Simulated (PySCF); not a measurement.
# C3H3ClF2Ge: the cost of one run

Programs: PySCF 2.14.0, with density-fitted response routines of our own. Each step states its level of theory. These are calculated values for one molecule in the gas phase, unless marked as measured. Atoms are numbered from 0 throughout.

## Step 1: Starting geometry

10 atoms, charge 0, multiplicity 1; geometry from: GFN2-xTB. The atoms were then displaced at random by about 0.01 Å, so the start is not that level's minimum.

Bonds of the start (Å): F0–C1 1.35, C1–C2 1.34, C2–C3 1.51, C3–F4 1.41, C3–Ge5 2.06, Ge5–Cl6 2.08, Ge5–C1 2.01, C2–H7 1.06, C3–H8 1.05, Ge5–H9 1.54.

## Step 2: Optimising the geometry at PBE0-D3(BJ)/def2-SVP

The job: settings as JSON, then the geometry in Å.

```
{"job": {"xc": "PBE0", "basis": "def2-SVP", "d3": "d3bj", "grid": 1, "shake": 0.01, "kind": "geom"}, "charge": 0, "multiplicity": 1}
F      0.060910    -1.627150     2.058170
C      0.030190    -0.805840     0.983140
C     -0.373910    -1.141780    -0.251240
C     -0.117810     0.060260    -1.128000
F     -1.341640     0.576530    -1.597890
Ge     0.580850     1.067390     0.523210
Cl    -0.573170     2.611550     1.309140
H     -0.744820    -2.071690    -0.589250
H      0.460680    -0.121480    -1.988880
H      2.069150     1.431290     0.660540
```

The run is started by

```sh
$ OMP_NUM_THREADS=1 python probes_run.py task.json out
```

The driver reads the jobs from task.json and runs them one after another.

**Question.** How long does this first job take on 1 thread of Arm Neoverse V1, shared host, and how much memory does it need?

About 95 s, with a peak of 0.53 GiB.
